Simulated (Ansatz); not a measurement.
# Ta3AsAu2O13 (Cm) in Ansatz: single point with PBE

Aim: the single point of Ta3AsAu2O13 with PBE.

Program: Ansatz 0.2.0. These are calculated values, not measurements. Logs are shortened: lines on timing, memory, paths and dates and some standing lists are left out, and cuts for length are marked.

### 1 The crystal as given

It takes space group Cm (No. 8, monoclinic). Conventional cell: a = 13.601 Å, b = 3.843 Å, c = 10.515 Å, α = 90.00°, β = 99.65°, γ = 90.00°. Around Ta (site symmetry m) lie 4 O at 1.84 to 1.97 Å. Ta (site symmetry m) is surrounded by 5 O at 1.82 to 2.06 Å. Ta (site symmetry m) has 5 O at 1.83 to 2.10 Å as nearest neighbours. Around As (site symmetry m) lie 3 O at 1.70 to 1.95 Å. Au (site symmetry m) has 4 O at 1.98 to 2.05 Å as nearest neighbours. Around Au (site symmetry m) lie 4 O at 1.93 to 2.06 Å. O (site symmetry m) has 2 Ta at 1.84 to 2.06 Å as nearest neighbours. Around O (site symmetry m) lie 1 Ta at 1.90 Å and 1 Au at 1.98 Å.

The cell was built by a generator and needn't be a form met in nature.

### 2 Single point, PBE

Contents of input.yaml:

```yaml
crystal:
  lattice:
    - [6.80067, -1.92163, -0.02621]
    - [6.80067, 1.92163, -0.02621]
    - [-1.72225, 0.0, 10.37288]
  atoms:
    - { symbol: Ta, position: [0.29832, 0.29832, 0.63042] }
    - { symbol: Ta, position: [0.35838, 0.35838, 0.00386] }
    - { symbol: Ta, position: [0.64153, 0.64153, 0.99841] }
    - { symbol: As, position: [0.7021, 0.7021, 0.36249] }
    - { symbol: Au, position: [0.60176, 0.60176, 0.63181] }
    - { symbol: Au, position: [0.39989, 0.39989, 0.36577] }
    - { symbol: O, position: [0.34257, 0.34257, 0.80557] }
    - { symbol: O, position: [0.41638, 0.41638, 0.55635] }
    - { symbol: O, position: [0.78159, 0.78159, 0.59389] }
    - { symbol: O, position: [0.65958, 0.65958, 0.20071] }
    - { symbol: O, position: [0.59095, 0.59095, 0.43486] }
    - { symbol: O, position: [0.21897, 0.21897, 0.41156] }
    - { symbol: O, position: [0.61546, 0.61546, 0.82214] }
    - { symbol: O, position: [0.144, 0.144, 0.64097] }
    - { symbol: O, position: [0.383, 0.383, 0.17947] }
    - { symbol: O, position: [0.84498, 0.84498, 0.35825] }
    - { symbol: O, position: [0.5005, 0.5005, 0.00258] }
    - { symbol: O, position: [0.81269, 0.81269, 0.99232] }
    - { symbol: O, position: [0.18737, 0.18737, 0.00856] }
hamiltonian:
  xc: pbe
  pseudopotentials: { kind: paw, source: jth }
kpoints:
  mp_grid: { grid: [7, 7, 3] }
scf:
  occupations: { method: fermi_dirac, width: 0.05 }
output:
  forces: true
  stress: true
  eigenvalues: true
```

Potentials or basis: JTH PAW.

The run is started by

```console
$ ansatz run input.yaml --threads 8 --pin off --max-ram 20480MiB --backend cpu --events-out ev --progress --plain --runs-dir out
```

The program printed:

```text
Warning: the checks of this Ta dataset prove no rule for summing its radial tables, as where they were carried onto another mesh than they were made on, and Gregory's rule is taken, under which a leading mesh point left out moves its sums only by what lay on the interval it spanned. That does not make them correct, and they differ from Quantum ESPRESSO's on this file; a re-export a fraction of a mesh step off can move them. hamiltonian.pseudopotentials.radial_quadrature: simpson_from_first_knot sums it by `pw.x`'s rule; on a PAW file no value gives `pw.x`'s numbers. What more to know: hamiltonian.pseudopotentials.radial_quadrature, in the input reference
Warning: the checks of this As dataset prove no rule for summing its radial tables, as where they were carried onto another mesh than they were made on, and Gregory's rule is taken, under which a leading mesh point left out moves its sums only by what lay on the interval it spanned. That does not make them correct, and they differ from Quantum ESPRESSO's on this file; a re-export a fraction of a mesh step off can move them. hamiltonian.pseudopotentials.radial_quadrature: simpson_from_first_knot sums it by `pw.x`'s rule; on a PAW file no value gives `pw.x`'s numbers. What more to know: hamiltonian.pseudopotentials.radial_quadrature, in the input reference
Warning: the checks of this Au dataset prove no rule for summing its radial tables, as where they were carried onto another mesh than they were made on, and Gregory's rule is taken, under which a leading mesh point left out moves its sums only by what lay on the interval it spanned. That does not make them correct, and they differ from Quantum ESPRESSO's on this file; a re-export a fraction of a mesh step off can move them. hamiltonian.pseudopotentials.radial_quadrature: simpson_from_first_knot sums it by `pw.x`'s rule; on a PAW file no value gives `pw.x`'s numbers. What more to know: hamiltonian.pseudopotentials.radial_quadrature, in the input reference
[... 104 lines left out ...]
  k-point 0: bands = ["-61.7485", "-61.6733", "-61.2719", "-30.0691", "-30.0291", "-30.0199", "-29.9804", "-29.9578", "-28.3218", "-28.2556", "-28.1984", "-28.1671", "-28.1461", "-28.1076", "-27.8899", "-27.8212", "-27.8035", "-13.0271", "-11.6611", "-11.6429", "-11.5831", "-11.2412", "-11.0022", "-10.8809", "-10.8213", "-10.5177", "-10.4905", "-10.4177", "-10.3024", "-10.0392", "-2.2179", "-0.2850", "-0.1967", "-0.0938", "0.4235", "0.7955", "0.8265", "1.3175", "1.4330", "1.5098", "1.6152", "1.7119", "1.7327", "2.0442", "2.0858", "2.2507", "2.3692", "2.7104", "2.8770", "3.1553", "3.2159", "3.2398", "3.4595", "3.6095", "3.9102", "4.0337", "4.0900", "4.1280", "4.3258", "4.3363", "4.4250", "4.4515", "4.8349", "4.8916", "4.8935", "5.0022", "5.1257", "5.2547", "5.3160", "5.4882", "5.6205", "5.7480", "5.8835", "6.1461", "6.2663", "6.4457", "6.6385", "6.7314", "7.5452", "8.4858", "10.0278", "10.1532", "10.2892", "10.3179", "11.0888", "11.2419", "11.4427", "11.7349", "11.7669", "12.0351", "12.3588", "13.0028", "13.2309", "13.4723", "13.9487", "14.1649"]
  k-point 1: bands = ["-61.7485", "-61.6733", "-61.2719", "-30.0691", "-30.0291", "-30.0199", "-29.9804", "-29.9578", "-28.3218", "-28.2556", "-28.1984", "-28.1671", "-28.1461", "-28.1076", "-27.8899", "-27.8212", "-27.8035", "-13.0189", "-11.7366", "-11.5978", "-11.5641", "-11.2320", "-11.0291", "-10.8932", "-10.8199", "-10.5702", "-10.4302", "-10.3962", "-10.2968", "-10.0356", "-2.3226", "-0.2624", "-0.1964", "-0.0529", "0.5639", "0.8268", "1.0091", "1.2531", "1.4337", "1.5372", "1.6305", "1.7186", "1.7354", "1.9182", "2.0828", "2.1013", "2.3490", "2.5118", "2.8697", "3.1785", "3.2560", "3.3339", "3.4290", "3.5938", "3.9484", "4.0593", "4.0715", "4.3044", "4.3061", "4.3813", "4.5211", "4.5253", "4.7427", "4.7557", "4.8170", "4.9844", "5.1075", "5.1635", "5.3446", "5.4693", "5.4911", "5.7420", "5.9255", "6.0921", "6.2608", "6.5275", "6.6363", "6.8109", "7.5924", "8.5404", "9.9628", "10.2471", "10.2810", "10.3349", "11.1209", "11.2543", "11.5954", "11.7106", "11.7176", "12.0011", "12.3587", "12.8368", "13.2322", "13.5251", "13.9598", "14.2436"]
  k-point 2: bands = ["-61.7483", "-61.6731", "-61.2717", "-30.0682", "-30.0293", "-30.0197", "-29.9806", "-29.9578", "-28.3179", "-28.2547", "-28.1984", "-28.1890", "-28.1467", "-28.1251", "-27.8892", "-27.8279", "-27.8201", "-12.9255", "-11.5844", "-11.5164", "-11.5045", "-11.1392", "-10.9429", "-10.8506", "-10.7329", "-10.5432", "-10.4824", "-10.4091", "-10.3345", "-10.0539", "-2.7067", "-0.2906", "-0.1565", "0.0343", "0.3303", "0.6669", "0.9599", "1.1306", "1.3099", "1.4428", "1.6276", "1.6817", "1.9075", "1.9777", "2.0688", "2.1727", "2.3931", "2.5775", "2.7603", "2.9760", "3.1254", "3.2726", "3.4579", "3.5362", "3.6766", "3.9575", "4.0221", "4.1587", "4.2881", "4.3782", "4.4117", "4.5350", "4.7281", "4.8235", "4.8668", "5.0421", "5.2048", "5.2198", "5.3298", "5.4881", "5.5463", "5.5882", "5.8999", "5.9637", "6.0863", "6.2952", "6.5358", "7.3289", "8.1318", "8.6440", "9.9567", "10.2722", "10.4159", "10.4457", "10.6794", "11.1726", "11.4371", "11.6878", "11.7045", "11.8545", "12.4595", "13.0874", "13.1480", "13.5068", "14.1021", "14.2644"]
  k-point 43: bands = ["-61.7483", "-61.6731", "-61.2717", "-30.0682", "-30.0293", "-30.0197", "-29.9806", "-29.9578", "-28.2718", "-28.2529", "-28.2175", "-28.1938", "-28.1745", "-28.1228", "-27.8892", "-27.8279", "-27.8202", "-12.8952", "-11.6276", "-11.5406", "-11.3461", "-11.1174", "-10.9883", "-10.8711", "-10.7413", "-10.6237", "-10.5253", "-10.4031", "-10.3064", "-10.0447", "-2.7572", "-0.3780", "-0.1530", "0.1957", "0.4328", "0.7295", "0.8819", "1.1081", "1.1843", "1.2731", "1.4017", "1.6546", "1.8738", "2.0446", "2.1954", "2.3678", "2.6367", "2.7300", "2.7956", "2.9926", "3.1622", "3.3999", "3.4726", "3.6119", "3.7513", "3.8891", "3.9768", "4.0240", "4.1369", "4.2611", "4.3548", "4.4967", "4.5666", "4.7804", "4.8933", "4.9483", "5.1778", "5.2572", "5.3383", "5.4327", "5.5197", "5.6383", "5.7941", "5.8674", "6.0990", "6.3783", "6.7193", "7.8332", "8.0687", "8.7647", "9.9384", "10.1341", "10.3876", "10.5099", "10.7171", "11.0965", "11.3347", "11.4625", "11.7246", "12.0183", "12.2754", "12.9631", "13.4795", "13.5577", "13.9762", "14.2128"]
```

Run time: 2.9 min. Hardware: 8 threads of Arm Neoverse V2, shared host; peak memory 8.9 GiB.

What came out:

- Free energy: -63000.6969 eV
- Pressure: 1.0 GPa
- Largest force: 0.267 eV/Å
- Band gap on the k mesh: none (metal or under the smearing width)

Forces in eV/Å, atoms in the order of the input:
```
Ta  -0.122  0.000 -0.118
Ta  -0.063  0.000 -0.157
Ta   0.067  0.000  0.198
As   0.028  0.000  0.000
Au  -0.151  0.000 -0.125
Au   0.112  0.000  0.070
O    0.028  0.000  0.147
O    0.089  0.000  0.252
O   -0.010  0.000 -0.008
O    0.001  0.000 -0.043
O   -0.022  0.000 -0.138
O    0.010  0.000  0.007
O   -0.023  0.000  0.078
O    0.142  0.000  0.022
O    0.024  0.000 -0.176
O   -0.104  0.000  0.001
O   -0.009  0.000 -0.002
O   -0.017  0.000 -0.001
O    0.022  0.000 -0.006
```

Stress tensor (GPa, compression positive):
```
 0.27  0.00 -0.09
 0.00  0.90  0.00
-0.09  0.00  1.76
```

Levels at points of the mesh, in eV from the Fermi level:
```tsv
k point	band 74	band 75	band 76	band 77	band 78	band 79	band 80	band 81
(0.00, 0.00, 0.00)	-0.81	-0.69	-0.51	-0.32	-0.23	0.59	1.53	3.07
```

Spin-orbit coupling is left out, which matters for the levels of Au, Ta.
